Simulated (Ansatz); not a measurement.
## EuSbO3, space group Pm-3m: a single point from a YAML input

Run with the Python package of Ansatz (0.2.0).

Input file `input.yaml`:
```yaml
crystal:
  lattice:
    - [4.218665, 0.0, 0.0]
    - [0.0, 4.218665, 0.0]
    - [0.0, 0.0, 4.218665]
  atoms:
    - { symbol: Eu, position: [0.0, 0.0, 0.0], spin: 9.1 }
    - { symbol: Sb, position: [0.5, 0.5, 0.5] }
    - { symbol: O, position: [0.5, 0.5, 0.0] }
    - { symbol: O, position: [0.5, 0.0, 0.5] }
    - { symbol: O, position: [0.0, 0.5, 0.5] }
magnetization:
  spin_polarized: true
kpoints:
  mp_grid: { kspacing: 0.3 }
hamiltonian:
  xc: lda
scf:
  occupations: { method: fermi_dirac, width: 0.01 }
  mixing: { algorithm: msr1, beta: 0.9, ndim: 4 }
basis:
  ecutwfc: "18 Ha"
output:
  stress: true
  eigenvalues: true
```

`run_yaml_run.py`:
```python
'''Run a YAML input for EuSbO3 from Python.'''

import ansatz as az


def main() -> None:
    outcome = az.Session.from_deck('input.yaml').plan().execute()
    data = outcome.report

    for key in ('converged', 'n_iterations', 'n_electrons', 'n_kpoints', 'n_pw', 'n_symmetry_ops', 'free_energy_ev', 'fermi_energy_ev'):
        print(f'{key:18s} {data[key]}')

    gap = None if 'band_edges_ev' not in data else data['band_edges_ev'][1] - data['band_edges_ev'][0]
    print('gap on the k mesh:', 'withheld (metal, or smearing too wide to tell)' if gap is None else f'{gap:.3f} eV')
    print('lowest empty less highest filled band, by band count:', round(data['gap_by_band_count_ev'], 3), 'eV')

    fermi = data['fermi_energy_ev']
    print('levels less the Fermi level (eV) at the first k-points')
    for k, levels in list(zip(data['kpoints_frac'], data['eigenvalues_ev']))[:6]:
        print('k = ({:.3f}, {:.3f}, {:.3f})'.format(*k))
        print('   ', ' '.join(f'{e - fermi:.3f}' for e in levels))

    print('site moments (muB):', [round(m, 2) for m in data['site_moments_mub']])
    print('electrons up, down:', [round(n, 3) for n in data['spin_occupation_sums']])

    print('doubts on the final state:', data['published_state_doubts'] or 'none')
    print('warnings:', sorted({n['data']['kind'] for n in outcome.notices if n['data'].get('severity') in ('warning', 'doubt')}) or 'none')


if __name__ == '__main__':
    main()
```

```console
$ python run_yaml_run.py
DeckWarning: where an SCF of this run starts from atoms to list the orders of its open shells, Eu (site 0, from 0) starts with 6.32 μB on its 4f shell and 0.68 μB on its 5d shell, in the place of the 9.10 μB that the deck gives it: its open shells can hold no [...]
converged          True
n_iterations       20
n_electrons        50.0
n_kpoints          10
n_pw               1839
n_symmetry_ops     48
free_energy_ev     -16569.13795534675
fermi_energy_ev    11.877575183216665
gap on the k mesh: withheld (metal, or smearing too wide to tell)
lowest empty less highest filled band, by band count: -4.668 eV
levels less the Fermi level (eV) at the first k-points
k = (0.000, 0.000, 0.000)
    -41.429 -30.005 -30.005 -29.862 -29.862 -29.862 -20.261 -20.178 -20.178 -20.178 -17.873 -17.873 -7.852 -7.852 -7.852 -5.063 -3.677 -3.677 -3.677 -3.490 -3.490 -3.490 -0.131 -0.063 -0.063 -0.063 -0.003 -0.003 -0.003 1.394 1.394 1.551 3.062 3.062 3.062 8.157
k = (0.000, 0.000, 0.200)
    -41.428 -30.005 -29.991 -29.864 -29.864 -29.862 -20.563 -20.170 -20.170 -19.774 -18.090 -17.866 -8.326 -7.805 -7.805 -4.966 -3.914 -3.802 -3.802 -3.587 -3.587 -2.636 -0.139 -0.115 -0.073 -0.073 -0.069 -0.026 -0.026 1.855 1.946 2.377 3.168 3.513 3.513 7.316
k = (0.000, 0.000, 0.400)
    -41.425 -30.005 -29.967 -29.866 -29.866 -29.862 -20.756 -20.159 -20.159 -19.248 -18.614 -17.853 -8.771 -7.727 -7.727 -5.270 -4.244 -3.958 -3.958 -3.770 -3.770 -0.585 -0.160 -0.151 -0.120 -0.094 -0.094 -0.040 -0.040 2.593 2.781 3.356 4.253 4.253 4.463 5.560
k = (0.000, 0.200, 0.200)
    -41.426 -29.998 -29.983 -29.865 -29.864 -29.863 -20.584 -20.267 -20.164 -19.561 -18.147 -18.006 -9.271 -7.735 -6.830 -5.171 -4.291 -3.931 -3.721 -3.707 -3.348 -1.993 -0.141 -0.119 -0.109 -0.094 -0.074 -0.052 -0.034 2.226 2.408 2.745 3.574 3.604 3.952 6.751
k = (0.000, 0.200, 0.400)
    -41.424 -29.996 -29.962 -29.867 -29.866 -29.863 -20.667 -20.280 -20.154 -19.165 -18.565 -18.051 -9.870 -7.615 -6.248 -5.471 -4.500 -4.093 -3.933 -3.804 -3.358 -0.220 -0.160 -0.145 -0.116 -0.098 -0.094 -0.065 -0.061 2.914 3.148 3.723 3.731 4.277 4.693 5.319
k = (0.000, 0.400, 0.400)
    -41.422 -29.986 -29.947 -29.869 -29.865 -29.865 -20.510 -20.430 -20.145 -19.002 -18.505 -18.444 -10.632 -7.413 -5.811 -4.848 -4.448 -4.289 -4.226 -3.873 -2.888 -0.170 -0.158 -0.136 -0.108 -0.102 -0.087 -0.086 1.044 3.159 3.487 3.988 4.308 4.327 4.393 4.638
site moments (muB): [6.79, -0.02, -0.03, -0.03, -0.03]
electrons up, down: [28.399, 21.601]
doubts on the final state: none
warnings: none
```
(Warnings from the package without file and line, shortened, repeats left out.)

Caveats:
- These settings explore the input space; cutoff and mesh may be short of convergence.
- Open f shells: without a Hubbard U, without spin-orbit coupling, without spin; the state reached hangs on the start and needn't be the lowest.
- Without U the f states sit at the Fermi level and can close a real gap.
- The computed bands are complete only to about 4.6 eV above the Fermi level.
- For a metal this k-point mesh is coarse: on a finer one energies can move by several to tens of meV an atom and pressures by half a GPa or more, differences at one mesh by less.
- Only differences from the Fermi energy are physical; the zero of the scale is a convention.
- A gap by band count of zero or less means overlapping bands, a metal.
- At these settings the cell as given stands under about -8 GPa, so it isn't at this functional's equilibrium volume.
- This cell is a computed structure, which may not be the phase found in nature.
- Gaps and levels are Kohn-Sham values on a finite set of k-points, without spin-orbit coupling.
- The whole script took 7.3 s on 1 thread of Arm Neoverse V2 (shared host), peak memory 0.44 GiB.

(Lines on the test bed's own set-up are left out of the output.)
